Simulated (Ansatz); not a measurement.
# Si₂H₅O₂ radical: small, medium and large basis sets

Aim: see how fast density functionals converge with the basis set for Si₂H₅O₂ radical.

Method: one geometry, several basis sets; program: Ansatz 0.2.0, Gaussian basis.

The runs, in order: PBE0-D4/def2-SVP; ωB97M-V/def2-SVP; PBE0-D4/def2-QZVPP; ωB97M-V/def2-QZVPP; the functionals' def2-TZVPP values are taken from earlier runs.

## (1) The geometry

All runs share one geometry, relaxed beforehand with PBE0-D4 in a triple-zeta def2 set.

9 atoms, charge 0, spin multiplicity 2.

Atoms are counted from 1 here; the program's logs count them from 0.

Bond lengths: O1–Si2 1.647 Å, O1–H5 0.959 Å, Si2–O3 1.646 Å, Si2–Si4 2.331 Å, Si2–H6 1.484 Å, O3–H7 0.959 Å, Si4–H8 1.489 Å, Si4–H9 1.489 Å. Angles: Si2–O1–H5 117.3°, O1–Si2–O3 112.7°, O1–Si2–Si4 114.7°, O1–Si2–H6 102.7°, O3–Si2–Si4 103.3°, O3–Si2–H6 111.5°, Si4–Si2–H6 112.3°, Si2–O3–H7 117.5°, Si2–Si4–H8 115.3°, Si2–Si4–H9 114.8°, H8–Si4–H9 109.9°.

## (2) PBE0-D4 in def2-SVP

in.yaml

```yaml
crystal:
  periodic: [false, false, false]
  atoms:
    - {symbol: O, position_ang: [0.977778, 1.346291, -0.652926]}
    - {symbol: Si, position_ang: [0.627906, 0.002618, 0.233712]}
    - {symbol: O, position_ang: [1.015613, -1.393078, -0.547655]}
    - {symbol: Si, position_ang: [-1.631473, -0.274787, 0.734651]}
    - {symbol: H, position_ang: [0.462085, 1.496438, -1.447288]}
    - {symbol: H, position_ang: [1.454851, 0.190728, 1.451269]}
    - {symbol: H, position_ang: [1.938586, -1.537155, -0.765676]}
    - {symbol: H, position_ang: [-2.473468, -0.787491, -0.381035]}
    - {symbol: H, position_ang: [-2.283378, 0.910036, 1.357947]}
basis:
  gaussian: {orbitals: def2-SVP}
magnetization: {spin_polarized: true, initial_magnetization: 1}
hamiltonian: {xc: pbe0, dispersion: d4}
output: {orbitals: {seedname: orbitals}}
```

The runs that follow: ωB97M-V in def2-SVP; PBE0-D4 in def2-QZVPP; ωB97M-V in def2-QZVPP.

Q: Predict the results of all the runs planned. Wanted: PBE0-D4: double and triple zeta above quadruple; ωB97M-V: double and triple zeta above quadruple.

The runs gave:

| quantity | value |
| --- | --- |
| PBE0-D4: double and triple zeta above quadruple | 11.85, 0.79 eV |
| ωB97M-V: double and triple zeta above quadruple | 11.95, 0.74 eV |

What this shows: PBE0-D4 gains 11.07 eV from double to triple zeta, then 0.79 eV more. Total energies overstate the basis error of differences, where much of it tends to cancel.
